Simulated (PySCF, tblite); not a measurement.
# C15H16: electronic excitations, NMR shifts

Wanted: electronic excitations, NMR shifts for C15H16 (`c1ccc(CCCc2ccccc2)cc1`).

Programs: tblite 0.8.0 and PySCF 2.14.0, with routines of our own; each step states its level. All values are computed. Atoms count from 0.

## Step 1: The starting structure

31 atoms, charge 0, multiplicity 1; geometry from: force field, distance geometry or constructed start.

## Step 2: Geometry optimisation with GFN2-xTB

What the job is given:

```
{"job": {"kind": "relax", "xc": "GFN2-xTB", "basis": "xTB"}, "charge": 0, "multiplicity": 1}
C      3.824000    -1.355000     0.948300
C      2.569200    -1.634400     1.496400
C      1.536000    -0.717100     1.390700
C      1.722700     0.503100     0.709700
C      0.591700     1.490400     0.599200
C      0.135400     1.763400    -0.847400
C     -0.430400     0.546300    -1.586200
C     -1.679100    -0.026800    -0.963500
C     -1.681900    -1.336100    -0.453400
C     -2.841800    -1.870800     0.121700
C     -4.007000    -1.111000     0.179900
C     -4.020700     0.183000    -0.332400
C     -2.867400     0.722800    -0.900500
C      2.986900     0.776500     0.168700
C      4.023600    -0.140700     0.286000
H      4.628400    -2.069900     1.046000
H      2.411100    -2.573900     2.027200
H      0.563300    -0.953900     1.829500
H     -0.263700     1.169200     1.203100
H      0.930100     2.436400     1.048200
H      0.978300     2.159300    -1.427600
H     -0.611900     2.566000    -0.822100
H     -0.666400     0.840100    -2.607600
H      0.335900    -0.235300    -1.671300
H     -0.782900    -1.939500    -0.495600
H     -2.834200    -2.882900     0.518200
H     -4.903200    -1.525500     0.626100
H     -4.929200     0.777500    -0.288800
H     -2.893800     1.731800    -1.311100
H      3.166800     1.718000    -0.339900
H      5.003100     0.079900    -0.142400
```

Launch:

```
> OMP_NUM_THREADS=1 python large_run.py task.json out
```

One launch serves the whole session: the jobs run in the order shown.

Log:

```text
step      E/eV     max force
  0   -1095.42726    0.756
  1   -1095.46475    0.373
  2   -1095.48593    0.257
  3   -1095.50146    0.156
  4   -1095.50439    0.111
  5   -1095.50738    0.088
  6   -1095.50841    0.073
  7   -1095.51013    0.075
  8   -1095.51116    0.078
  9   -1095.51231    0.081
 10   -1095.51333    0.063
 11   -1095.51457    0.070
 12   -1095.51556    0.072
 13   -1095.51627    0.069
 14   -1095.51695    0.066
 15   -1095.51804    0.092
 16   -1095.51966    0.111
 17   -1095.52133    0.086
 18   -1095.52238    0.055
 19   -1095.52293    0.044
 20   -1095.52341    0.043
 21   -1095.52408    0.057
 22   -1095.52488    0.059
 23   -1095.52557    0.043
 24   -1095.52598    0.031
 25   -1095.52621    0.026
 26   -1095.52639    0.024
 27   -1095.52658    0.025
 28   -1095.52680    0.036
 29   -1095.52706    0.033
 30   -1095.52738    0.040
 31   -1095.52775    0.037
 32   -1095.52814    0.038
 33   -1095.52854    0.038
 34   -1095.52893    0.040
 35   -1095.52931    0.040
 36   -1095.52970    0.036
 37   -1095.53012    0.039
 38   -1095.53058    0.044
 39   -1095.53106    0.040
 40   -1095.53148    0.036
 41   -1095.53179    0.035
 42   -1095.53199    0.026
 43   -1095.53215    0.025
 44   -1095.53231    0.027
 45   -1095.53250    0.034
 46   -1095.53268    0.032
 47   -1095.53282    0.021
 48   -1095.53292    0.022
 49   -1095.53302    0.020
```

It took 1.1 s on 1 thread of Arm Neoverse N1, shared host; peak memory 0.18 GiB.

Along the way:

```
step  energy from step 0 (eV)  largest force (eV/Å)
   0                   0.0000                0.7561
   1                  -0.0375                0.3735
   2                  -0.0587                0.2574
   3                  -0.0742                0.1559
   4                  -0.0771                0.1110
   5                  -0.0801                0.0884
   6                  -0.0811                0.0737
   7                  -0.0829                0.0753
   8                  -0.0839                0.0783
  11                  -0.0873                0.0698
  14                  -0.0897                0.0660
  18                  -0.0951                0.0547
  21                  -0.0968                0.0569
  24                  -0.0987                0.0308
  28                  -0.0995                0.0357
  31                  -0.1005                0.0367
  34                  -0.1017                0.0397
  38                  -0.1033                0.0437
  41                  -0.1045                0.0349
  45                  -0.1052                0.0338
  46                  -0.1054                0.0314
  47                  -0.1056                0.0216
  48                  -0.1057                0.0220
  49                  -0.1058                0.0195
```

Close pairs (by a distance rule), those that changed most:

| bond | before (Å) | after (Å) | change (Å) |
| --- | --- | --- | --- |
| C2–C3 | 1.410 | 1.388 | -0.021 |
| C7–C8 | 1.405 | 1.388 | -0.017 |
| C8–C9 | 1.401 | 1.384 | -0.017 |
| C7–C12 | 1.406 | 1.390 | -0.016 |
| C0–C1 | 1.397 | 1.384 | -0.014 |
| C0–C14 | 1.397 | 1.385 | -0.013 |
| C2–H17 | 1.093 | 1.081 | -0.012 |
| C11–C12 | 1.394 | 1.382 | -0.012 |

The end geometry stands in the next job.

## Step 3: Electronic excitations: TDDFT PBE0/6-31G*

What the job is given:

```
{"job": {"kind": "uv", "basis": "6-31G*", "grid": 1, "kgrid": 0, "vcut": 1.5, "nstates": 6, "ntriplets": 2, "tda": false, "delta": [], "pop": true, "xc": "PBE0"}, "charge": 0, "multiplicity": 1}
C      3.744018    -1.344884     0.885096
C      2.507985    -1.650097     1.426901
C      1.468072    -0.740311     1.342539
C      1.647551     0.487106     0.719092
C      0.520340     1.475818     0.612148
C      0.138568     1.764285    -0.843790
C     -0.362835     0.514063    -1.575595
C     -1.609611    -0.048280    -0.952288
C     -1.623337    -1.321651    -0.399117
C     -2.772592    -1.828085     0.182938
C     -3.926250    -1.064896     0.221966
C     -3.926383     0.203267    -0.334103
C     -2.777949     0.704401    -0.917856
C      2.897450     0.787523     0.189263
C      3.936870    -0.120465     0.268124
H      4.555722    -2.054653     0.946242
H      2.352740    -2.600012     1.917720
H      0.505420    -0.983980     1.769124
H     -0.354624     1.097033     1.144907
H      0.820704     2.416468     1.082924
H      1.005310     2.159041    -1.377575
H     -0.637904     2.531735    -0.857762
H     -0.570044     0.783184    -2.615846
H      0.424248    -0.243272    -1.574346
H     -0.725961    -1.923626    -0.427755
H     -2.767477    -2.821977     0.606866
H     -4.823124    -1.456306     0.679195
H     -4.825046     0.803005    -0.316494
H     -2.790199     1.691765    -1.357130
H      3.060059     1.744542    -0.286538
H      4.901064     0.129865    -0.150073
```

Level: TDDFT PBE0/6-31G*, vertical, gas phase, core orbitals frozen in the response, virtual orbitals cut by energy.

Log:

```text
start: PBE on a coarse grid of 24766 points
cycle   1  E = -580.4239335346  dE =  1.993e+00  |g| = 8.007e-01  |ddm| = 5.624e+00
cycle   2  E = -580.2760066990  dE =  1.479e-01  |g| = 1.093e+00  |ddm| = 2.495e+00
cycle   3  E = -580.6112158906  dE = -3.352e-01  |g| = 1.111e-01  |ddm| = 1.624e+00
cycle   4  E = -580.6124270704  dE = -1.211e-03  |g| = 8.727e-02  |ddm| = 2.351e-01
cycle   5  E = -580.6145954773  dE = -2.168e-03  |g| = 1.618e-02  |ddm| = 1.107e-01
cycle   6  E = -580.6146510770  dE = -5.560e-05  |g| = 8.438e-03  |ddm| = 2.430e-02
final grid: 106951 points
cycle   7  E = -580.5310032339  dE = -5.923e-03  |g| = 3.972e-02  |ddm| = 6.954e-01
cycle   8  E = -580.5310248743  dE = -2.164e-05  |g| = 3.996e-02  |ddm| = 1.007e-01
cycle   9  E = -580.5314551707  dE = -4.303e-04  |g| = 4.974e-03  |ddm| = 4.655e-02
cycle  10  E = -580.5314588764  dE = -3.706e-06  |g| = 2.109e-03  |ddm| = 6.441e-03
cycle  11  E = -580.5314612137  dE = -2.337e-06  |g| = 7.005e-04  |ddm| = 3.076e-03
cycle  12  E = -580.5314612582  dE = -4.454e-08  |g| = 3.358e-04  |ddm| = 1.128e-03
cycle  13  E = -580.5314617449  dE = -4.867e-07  |g| = 2.343e-05  |ddm| = 3.672e-04
converged SCF energy = -580.5314617449

Static polarisability (au): isotropic 140.621, principal 72.781 160.486 188.595

Singlet excitations
state   eV       nm        f      main configurations
  1   5.5614    222.9   0.00871   H->L 0.46, H-2->L+1 0.18, H-3->L+2 0.14
  2   5.6069    221.1   0.00060   H-1->L 0.25, H->L+3 0.18, H-2->L+2 0.17
  3   6.1876    200.4   0.04227   H->L+1 0.67, H-2->L 0.19, H->L 0.09
  4   6.2728    197.7   0.00559   H->L+2 0.75, H-3->L 0.11, H-1->L 0.09
  5   6.3045    196.7   0.00035   H-1->L 0.48, H->L+3 0.33, H-3->L 0.08
  6   6.3195    196.2   0.01396   H-1->L+2 0.33, H->L 0.31, H-1->L+3 0.20

Triplet excitations (Tamm-Dancoff, eV): 4.1714 4.1762
```

Wall time 57 s (1 thread of Arm Neoverse N1, shared host); peak memory 0.52 GiB.

Frontier orbitals and where they lie:

```
orbital     eV                        atoms
 HOMO−4  -8.82    C5 13 %, C4 12 %, C6 12 %
 HOMO−3  -7.05   C8 15 %, C2 15 %, C11 14 %
 HOMO−2  -6.94   C1 13 %, C9 13 %, C13 13 %
 HOMO−1  -6.79   C0 15 %, C10 15 %, C3 14 %
   HOMO  -6.63   C10 14 %, C0 14 %, C7 14 %
   LUMO   0.14   C1 15 %, C9 15 %, C13 15 %
 LUMO+1   0.32   C10 14 %, C7 14 %, C0 12 %
 LUMO+2   0.33    C3 14 %, C0 14 %, C7 12 %
 LUMO+3   0.46  C14 16 %, C11 16 %, C2 15 %
```

With each of the 6 states as a Gaussian band of 0.4 eV half-width at 1/e, the curve within the window shown has maxima at 199 nm (ε 2,500) L/(mol cm). Beyond the last state computed it falls off for lack of states. The curve at chosen wavelengths:

```csv
nm,ε (L/mol/cm)
187,970
189,1312
192,1835
194,2137
197,2431
199,2493
202,2387
204,2210
207,1854
209,1600
212,1247
214,1050
217,819
219,703
222,573
224,505
227,418
229,366
232,294
234,250
237,189
239,154
242,109
244,85
247,57
249,43
```

Leading natural transition orbitals of singlet state 3: the hole lies on 4 C atoms about 12 % each; the particle on 4 C atoms about 12 % each.

Leading natural transition orbitals of singlet state 1: the hole lies on 4 C atoms about 12 % each; C2, C8 about 7 % each; the particle on 4 C atoms about 11 % each; 4 C atoms about 7 % each.

Further results of this job:

| property | computed |
| --- | --- |
| dipole moment (D) | 0.35 |
| polarisability (Å³) | 20.84 |
| HOMO–LUMO gap (eV) | 6.77 |
| −ε(HOMO) (eV) | 6.63 |

The fields below are evaluated on a grid from the run's orbitals.

Frontier orbitals at PBE0/6-31G*, with the share of their density that lies nearest to each atom:

| orbital | energy (eV) | lies on |
| --- | --- | --- |
| HOMO | -6.63 | 4 C atoms about 12 % each |
| LUMO | 0.14 | 4 C atoms about 11 % each; 4 C atoms about 6 % each |

ELF in a plane through or near 11 of the atoms.

Ten even steps from '0' (0.00) to '9' (1.00):
```
0000000000000000000000000000
0000000000000000000000000000
0000000012000000001100000000
0000000299700000079920000000
0000000399810000189930000000
0001771289600000069821671000
0004996632632002362366984000
0001583575864004685653851000
0000046522564004652257400000
0000256511573003750155510000
0004783766752002676683884000
0005875723731221472474785000
0001310698204664028960141000
0000001999127547219991000000
0000001997089779807992000000
0000000230079449800320000000
0000000000023003200000000000
0000000000000000000000000000
0000000000000000000000000000
0000000000000000000000000000
```
The map spans 14.9 Å across and 11.1 Å up, centred on the molecule. Atoms in the plane (x, y in Å): C0 (-3.8, 1.3), C1 (-2.7, 1.9), C5 (0.0, -2.0), C9 (2.7, 1.9), C10 (3.8, 1.3), C11 (3.9, -0.1), C12 (2.9, -0.9), C13 (-2.9, -0.9), C14 (-3.9, -0.1), H28 (3.0, -1.9), H29 (-3.0, -1.9).

On the surface of density 0.002 e/bohr³ the electrostatic potential runs, from the 1st to the 99th percentile, from -0.87 V near C1 to 0.81 V near H29.

## Step 4: NMR shifts: GIAO KT3/pcSseg-1

Settings changed since step 3:

```diff
@@ -1,2 +1,2 @@
-{"job": {"kind": "uv", "basis": "6-31G*", "grid": 1, "kgrid": 0, "vcut": 1.5, "nstates": 6, "ntriplets": 2, "tda": false, "delta": [], "pop": true, "xc": "PBE0"}, "charge": 0, "multiplicity": 1}
+{"job": {"kind": "nmr", "xc": "KT3", "basis": "pcSseg-1", "pop": false}, "charge": 0, "multiplicity": 1}
 C      3.744018    -1.344884     0.885096
```

Level: GIAO KT3/pcSseg-1 NMR shielding, non-relativistic, gas phase.

Log:

```text
start: PBE on a coarse grid of 24766 points
cycle   1  E = -580.0942031706  dE =  1.967e+00  |g| = 7.841e-01  |ddm| = 5.617e+00
cycle   2  E = -579.9247600886  dE =  1.694e-01  |g| = 1.123e+00  |ddm| = 2.250e+00
cycle   3  E = -580.2699556245  dE = -3.452e-01  |g| = 1.204e-01  |ddm| = 1.523e+00
cycle   4  E = -580.2715013970  dE = -1.546e-03  |g| = 9.024e-02  |ddm| = 2.414e-01
cycle   5  E = -580.2737667150  dE = -2.265e-03  |g| = 1.678e-02  |ddm| = 1.045e-01
cycle   6  E = -580.2738264675  dE = -5.975e-05  |g| = 8.748e-03  |ddm| = 2.353e-02
final grid: 227224 points
cycle   7  E = -590.8076577829  dE = -3.641e-02  |g| = 2.642e-02  |ddm| = 9.529e-01
cycle   8  E = -590.8074841433  dE =  1.736e-04  |g| = 3.638e-02  |ddm| = 8.039e-02
cycle   9  E = -590.8078116858  dE = -3.275e-04  |g| = 1.376e-02  |ddm| = 5.061e-02
cycle  10  E = -590.8078569186  dE = -4.523e-05  |g| = 6.312e-03  |ddm| = 1.994e-02
cycle  11  E = -590.8078684521  dE = -1.153e-05  |g| = 7.220e-04  |ddm| = 7.707e-03
cycle  12  E = -590.8078687786  dE = -3.265e-07  |g| = 2.396e-04  |ddm| = 1.057e-03
cycle  13  E = -590.8078687591  dE =  1.949e-08  |g| = 1.129e-04  |ddm| = 3.402e-04
cycle  14  E = -590.8078680162  dE =  7.429e-07  |g| = 5.116e-05  |ddm| = 1.867e-04
converged SCF energy = -590.8078680162

GIAO shielding tensors (ppm)
atom      isotropic    diamagn.    paramagn.     s11        s22        s33       span
  0 C       64.842     251.819    -186.977    -33.008     54.636    172.899    205.907
  1 C       63.372     252.731    -189.358    -36.338     55.273    171.181    207.520
  2 C       59.476     252.845    -193.369    -37.425     57.288    158.564    195.988
  3 C       49.788     261.117    -211.328    -38.745     16.210    171.901    210.647
  4 C      148.605     250.445    -101.840    138.675    139.293    167.847     29.172
  5 C      147.299     252.707    -105.408    141.981    143.440    156.477     14.497
  6 C      148.573     250.442    -101.869    138.619    139.289    167.811     29.191
  7 C       49.822     261.107    -211.285    -38.715     16.247    171.934    210.648
  8 C       59.470     252.807    -193.337    -37.419     57.285    158.545    195.964
  9 C       63.342     252.728    -189.387    -36.380     55.257    171.148    207.528
 10 C       64.812     251.824    -187.012    -33.032     54.598    172.870    205.903
 11 C       62.371     251.581    -189.210    -38.608     54.110    171.610    210.217
 12 C       63.307     248.586    -185.279    -34.641     55.638    168.925    203.566
 13 C       63.276     248.591    -185.315    -34.661     55.605    168.886    203.547
 14 C       62.384     251.574    -189.191    -38.592     54.115    171.629    210.221
 15 H       24.543      28.806      -4.263     21.177     25.752     26.700      5.522
 16 H       24.498      31.920      -7.422     20.956     25.022     27.515      6.558
 17 H       24.672      36.892     -12.220     20.919     23.985     29.111      8.192
 18 H       29.678      35.530      -5.852     27.174     29.267     32.593      5.419
 19 H       28.945      31.496      -2.551     24.569     27.410     34.856     10.287
 20 H       29.635      34.206      -4.571     24.608     28.771     35.527     10.920
 21 H       29.634      34.212      -4.579     24.606     28.766     35.529     10.923
 22 H       28.937      31.436      -2.499     24.561     27.403     34.848     10.287
 23 H       29.676      35.492      -5.815     27.175     29.269     32.586      5.411
 24 H       24.669      36.850     -12.181     20.919     23.982     29.107      8.188
 25 H       24.495      31.906      -7.410     20.954     25.020     27.512      6.558
 26 H       24.541      28.809      -4.269     21.177     25.749     26.696      5.519
 27 H       24.388      28.934      -4.546     20.910     25.102     27.153      6.243
 28 H       24.461      33.796      -9.336     20.433     23.007     29.942      9.509
 29 H       24.456      33.790      -9.334     20.429     23.006     29.932      9.504
 30 H       24.391      28.930      -4.539     20.913     25.103     27.157      6.244
```

It took 52 s on 1 thread of Arm Neoverse N1, shared host; peak memory 0.6 GiB.

The references, computed at this level on geometries of the same kind, shield at (ppm): 1H TMS 31.76, 13C TMS 184.7. Their shielding less the atom's gives the shift. The references are single molecules in the gas phase. Atoms listed in one row are averaged.

```csv
atoms,environment,σ (ppm),δ (ppm)
"C3, C7",substituted aromatic carbon,49.8,134.9
"C2, C8, C12, C13",aromatic CH,61.4,123.3
"C1, C9, C11, C14",aromatic CH,62.9,121.9
"C0, C10",aromatic CH,64.8,119.9
C5,sp3 CH2,147.3,37.4
"C4, C6",sp3 CH2 on an aromatic ring,148.6,36.1
"H16, H25, H27, H30",hydrogen on an aromatic CH,24.44,7.32
"H15, H26",hydrogen on an aromatic CH,24.54,7.22
"H17, H24, H28, H29",hydrogen on an aromatic CH,24.56,7.20
"H18, H19, H22, H23",hydrogen on an sp3 CH2 on an aromatic ring,29.31,2.45
"H20, H21",hydrogen on an sp3 CH2,29.63,2.13
```

Ring of atoms C0, C1, C2, C3, C13, C14: NICS(0) -8.4, NICS(1) -10.6, NICS(1)zz -27.2 ppm (means of both faces).

## Step 5: What came out

```
                                                              quantity                                       value
                                          lowest singlet (PBE0/6-31G*)                 5.56 eV (223 nm), f = 0.009
                              brightest single state of those computed                 state 3, 6.19 eV, f = 0.042
                                                        lowest triplet                                     4.17 eV
                                 surface potential, 1st and 99th percentile                          -0.87 V and 0.81 V
13C shifts against TMS (KT3/pcSseg-1, means over atoms taken as alike)  134.9, 123.3, 121.9, 119.9, 37.4, 36.1 ppm
 1H shifts against TMS (KT3/pcSseg-1, means over atoms taken as alike)            7.32, 7.22, 7.20, 2.45, 2.13 ppm
```

**Reading.** The lowest singlet, at 5.56 eV, is HOMO→LUMO 0.46, HOMO−2→LUMO+1 0.18 and is weak; of the 6 states computed, the strongest absorption comes from state 3 at 6.19 eV. The lowest triplet lies 1.39 eV below the lowest singlet (triplets in Tamm-Dancoff, singlets in full TDDFT). NICS(1)zz of -27 ppm above the planar ring from C0 marks a diatropic (aromatic) ring current.
